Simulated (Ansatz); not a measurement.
# W2Br2F: the cost of one run

Computed with Ansatz 0.2.0 (DFT PBE, scalar-relativistic, plane waves, PAW, unless a step's input says otherwise).

2 further runs of the same task are left out: 1 that didn't finish, 1 set aside as unsound or not needed.

### 1 Starting point

It takes space group P4/mmm (No. 123, tetragonal). The conventional cell has a = 4.381 Å, b = 4.381 Å, c = 5.792 Å, α = 90.00°, β = 90.00°, γ = 90.00°. W (site symmetry mmm) has 4 Br at 2.55 Å and 4 W at 3.10 Å and 4 F at 3.63 Å as nearest neighbours. Br (site symmetry 4mm) has 4 W at 2.55 Å and 1 Br at 2.60 Å as nearest neighbours. Around F (site symmetry 4/mmm) lie 8 Br at 3.48 Å and 8 W at 3.63 Å.

Coordinates:

```
CELL_PARAMETERS angstrom
4.38101 0.00000 0.00000
0.00000 4.38101 0.00000
0.00000 0.00000 5.79191
ATOMIC_POSITIONS crystal
W 0.50000 0.00000 0.50000
W 0.00000 0.50000 0.50000
Br 0.50000 0.50000 0.72471
Br 0.50000 0.50000 0.27529
F 0.00000 0.00000 0.00000
```

A structure generator made this guess: species swapped into a database cell of BaAs2Pd2 (P4/mmm, No. 123), with F on the Ba sites, Br on the As sites and W on the Pd sites. Lengths come from tabulated atomic sizes and are only a guess.

### 2 The guess as it stands, on a coarse mesh

The input, input.yaml:

```yaml
crystal:
  lattice:
    - [4.38100855, 0.0, 0.0]
    - [0.0, 4.38100855, 0.0]
    - [0.0, 0.0, 5.79190889]
  atoms:
    - { symbol: W, position: [0.5, 0.0, 0.5] }
    - { symbol: W, position: [0.0, 0.5, 0.5] }
    - { symbol: Br, position: [0.5, 0.5, 0.72470683] }
    - { symbol: Br, position: [0.5, 0.5, 0.27529317] }
    - { symbol: F, position: [0.0, 0.0, 0.0] }
basis:
  ecutwfc: 420
kpoints:
  mp_grid: { grid: [4, 4, 4] }
hamiltonian:
  xc: pbe
scf:
  occupations: { method: gaussian, width: 0.1 }
  lower_state_search: "off"
output:
  forces: true
  stress: true
  eigenvalues: true
```

Started as:

```sh
$ ansatz run input.yaml --threads 1 --pin off --max-ram 2560MiB --backend cpu --events-out ev --progress --plain --runs-dir out
```

**Question.** How long does this run take on 1 thread of Intel Xeon at 2.60GHz (Ice Lake), shared host, and how much memory does it need?

About 2.7 s, with a peak of 0.4 GiB.
